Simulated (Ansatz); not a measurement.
**CH6Cl2SSi2: one species, many methods**

An exercise on one series of results from a longer session: the logs are not shown, and one member is left open.

Computed with Ansatz 0.2.0, Gaussian basis. Level: functionals in def2-TZVPP, the program's frozen cores in correlated methods.

The runs, in order: PBE-D4, r2SCAN-D4, PBE0-D4, B3LYP-D4, ωB97X-V, ωB97M-V, B2PLYP; CCSD(T)/def2-TZVPP; MP2/def2-QZVPP; extrapolation to the limit.

## The geometry

All runs share one geometry, relaxed beforehand with PBE0-D4 in a triple-zeta def2 set.

SMILES `C[SiH](Cl)S[SiH2]Cl`, 12 atoms, charge 0, spin multiplicity 1.

Atoms are counted from 1 here; the program's logs count them from 0.

Bond lengths: C1–Si2 1.852 Å, C1–H7 1.092 Å, C1–H8 1.092 Å, C1–H9 1.093 Å, Si2–Cl3 2.059 Å, Si2–S4 2.138 Å, Si2–H10 1.478 Å, S4–Si5 2.125 Å, Si5–Cl6 2.052 Å, Si5–H11 1.476 Å, Si5–H12 1.479 Å. Angles: Si2–C1–H7 110.7°, Si2–C1–H8 110.0°, Si2–C1–H9 110.1°, H7–C1–H8 108.7°, H7–C1–H9 108.7°, H8–C1–H9 108.6°, C1–Si2–Cl3 110.0°, C1–Si2–S4 107.0°, C1–Si2–H10 112.9°, Cl3–Si2–S4 110.7°, Cl3–Si2–H10 106.2°, S4–Si2–H10 110.1°, Si2–S4–Si5 101.4°, S4–Si5–Cl6 112.2°, S4–Si5–H11 111.7°, S4–Si5–H12 105.4°, Cl6–Si5–H11 107.1°, Cl6–Si5–H12 108.6° and more.

Set-up of the first run:

in.yaml

```yaml
crystal:
  periodic: [false, false, false]
  atoms:
    - {symbol: C, position_ang: [1.260455, -0.783743, -1.922762]}
    - {symbol: Si, position_ang: [0.396793, 0.242660, -0.646281]}
    - {symbol: Cl, position_ang: [1.780670, 1.207635, 0.533724]}
    - {symbol: S, position_ang: [-0.795871, -1.089954, 0.525024]}
    - {symbol: Si, position_ang: [-1.430965, 0.188430, 2.098614]}
    - {symbol: Cl, position_ang: [-2.359890, 1.878192, 1.395783]}
    - {symbol: H, position_ang: [1.899926, -1.530473, -1.448554]}
    - {symbol: H, position_ang: [1.879057, -0.145835, -2.558063]}
    - {symbol: H, position_ang: [0.528330, -1.297201, -2.550996]}
    - {symbol: H, position_ang: [-0.451878, 1.299978, -1.235113]}
    - {symbol: H, position_ang: [-0.296299, 0.631294, 2.933014]}
    - {symbol: H, position_ang: [-2.410327, -0.600992, 2.875611]}
basis:
  gaussian: {orbitals: def2-TZVPP}
hamiltonian: {xc: pbe, dispersion: d4}
output: {forces: true, orbitals: {seedname: orbitals}}
```

On the command line:

```console
ansatz run in.yaml --threads 2 --pin off --events-out ev --progress --plain --max-ram 22528MiB --backend cuda --devices 0, --max-vram 18GiB
```

Steps of the session up to this table: PBE-D4 (GGA); r2SCAN-D4 (meta-GGA); PBE0-D4 (hybrid); B3LYP-D4 (hybrid); ωB97X-V (range-separated); ωB97M-V (range-separated); B2PLYP (double hybrid); CCSD(T) in def2-TZVPP; MP2 in def2-QZVPP.

One table of the session follows, with a row left open; its other results are not shown here.

```
            method  atomisation energy (eV)
            PBE-D4                   42.396
         r2SCAN-D4                   42.410
           PBE0-D4                   42.146
          B3LYP-D4                   41.861
           ωB97X-V                   42.497
           ωB97M-V                   42.438
            B2PLYP                   41.357
     HF/def2-TZVPP                   31.789
    MP2/def2-TZVPP                   41.629
   CCSD/def2-TZVPP                   40.336
CCSD(T)/def2-TZVPP                        ?
           MP2/CBS                   42.926
       CCSD(T)/CBS                   42.253
```

**Question.** Estimate the row for CCSD(T)/def2-TZVPP.

As computed: atomisation energy (eV): 40.956. In the column «atomisation energy (eV)» it lies between CCSD/def2-TZVPP (40.336) and B2PLYP (41.357).

Limits of these values: Free atoms (1 C, 2 Si, 2 Cl, 1 S, 6 H) were run apart at each level; the atomisation energy is their sum less the molecule, without zero-point or spin-orbit terms.
